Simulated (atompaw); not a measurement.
# A PAW (atompaw) potential for S, from input to tests

Task: generate the file, and judge it by its logarithmic derivatives, its ghosts and its cutoff.

The numbers are computed with atompaw 4.2.0.5 (PBE, scalar-relativistic, spin-unpolarised reference atom).

## 1. The atom and the settings

The settings as typed:

* element: sulfur (S, Z = 16)
* type: PAW
* frozen core: [Ne]
* valence charge: 6
* reference configuration: 3s2 3p4
* partial waves: 3s (bound): rc 1.55 bohr; 3s channel at -0.1 Ry: rc 1.80 bohr; 3p (bound): rc 1.80 bohr; 3p channel at 0.05 Ry: rc 1.80 bohr
* local potential: ultrasoft scheme with l = 2 at -0.5 Ry, radius 1.55 bohr
* core correction: smooth core density matched at 1.15 bohr
* augmentation charge: sinc compensation charge, radius 1.45 bohr; PAW radius 1.80 bohr; waves and projectors: custom polynom2 7 10 vanderbiltortho

The outer shells as boxes (Hund's rule for the drawing; the calculation is spin-unpolarised):

```
[Ne] core
3s [↑↓]
3p [↑↓][↑ ][↑ ]
```

The nodes and maxima of the atom's own shells, from an earlier all-electron run, set the scale for the radii.

All-electron outer shells of the reference configuration (PBE, scalar-relativistic, ld1.x):

```json
{"shell": "2s", "level (eV)": "-211.71", "outermost node (bohr)": "0.13", "outermost maximum (bohr)": "0.39"}
{"shell": "2p", "level (eV)": "-156.51", "outermost node (bohr)": "–", "outermost maximum (bohr)": "0.33"}
{"shell": "3s", "level (eV)": "-17.26", "outermost node (bohr)": "0.60", "outermost maximum (bohr)": "1.40"}
{"shell": "3p", "level (eV)": "-7.01", "outermost node (bohr)": "0.58", "outermost maximum (bohr)": "1.61"}
```

## 2. Generating the potential

Contents of S.input:

```
S 16
GGA-PBE scalarrelativistic loggrid 1500 logderivrange -3 5 201
3 3 0 0 0 0
3 1 4
0 0 0
c
c
v
c
v
1
1.80 1.45 1.55 1.15
y
-0.1
n
y
0.05
n
custom polynom2 7 10 vanderbiltortho sinc
2 -0.5 ultrasoft
1.55
1.80
1.80
1.80
PWSCFOUT
UPFDX 0.0125d0 UPFXMIN -7.d0 UPFZMESH 16.d0
END
```

The run is started by

```sh
$ atompaw < S.input > S.log
```

Q: Predict the outcome of this session. Wanted: cutoffs for 10 and 1 mRy, occupied levels; bound ghosts; largest phase difference near zero energy, channels read; lowest eigenvalue of the overlap; share of valence orbitals outside the PAW sphere; UPF file.

As calculated:

```
                                                quantity             value
               cutoffs for 10 and 1 mRy, occupied levels   15 Ry and 21 Ry
                                            bound ghosts        none found
largest phase difference near zero energy, channels read         0.000 rad
         lowest eigenvalue of the overlap (Bessel basis)         0.158 (s)
        share of valence orbitals outside the PAW sphere  3s 38 %, 3p 55 %
                                                UPF file           written
```

In words: The potential is soft on the atom at that tolerance: the looser tolerance needs 15 Ry. It is free of bound ghosts as far as tested. Near zero energy the phases of the channels with partial waves agree within 0.001 rad. All of this concerns the isolated atom, not yet a solid.
